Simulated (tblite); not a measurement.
# C5H7FOSi2: the cost of one run

Computed with tblite 0.8.0 and PySCF 2.14.0, with density-fitted response routines of our own, on a single molecule in the gas phase. Atoms are numbered from 0 throughout.

### Step 1. The starting structure

16 atoms, charge 0, multiplicity 1; geometry from: force field or distance geometry start.

Bonds of the start (Å): C0–C1 1.19, C1–Si2 1.84, Si2–F3 1.67, Si2–C4 1.81, C4–C5 1.21, C5–C6 1.48, Si2–O7 1.71, O7–Si8 1.70, C0–H9 1.07, C6–H10 1.10, C6–H11 1.11, C6–H12 1.11, Si8–H13 1.47, Si8–H14 1.49, Si8–H15 1.49.

### Step 2. Geometry optimisation with GFN2-xTB

The job: settings as JSON, then the geometry in Å.

```
{"job": {"kind": "relax", "xc": "GFN2-xTB", "basis": "xTB"}, "charge": 0, "multiplicity": 1}
C     -1.662400     2.682100    -0.372900
C     -1.224400     1.636600    -0.006300
Si    -0.521700     0.030100     0.565900
F     -0.717100    -0.171400     2.211500
C      1.256300     0.048700     0.223500
C      2.443200     0.044300    -0.019600
C      3.899300     0.035700    -0.302700
O     -1.290200    -1.254000    -0.268700
Si    -2.850900    -1.583500     0.326300
H     -2.086500     3.607700    -0.701400
H      4.096400     0.903900    -0.951100
H      4.457400     0.050200     0.657500
H      4.201900    -0.914100    -0.794900
H     -2.859000    -2.769700     1.190900
H     -3.770100    -1.899500    -0.804500
H     -3.379900    -0.438100     1.118200
```

On the command line:

```
$ OMP_NUM_THREADS=1 python probes_run.py task.json out
```

The driver reads the jobs from task.json and runs them one after another.

Q: Estimate the wall time and peak memory of this first job on 1 thread of Arm Neoverse N1, shared host.

About 1.7 s, with a peak of 0.18 GiB.
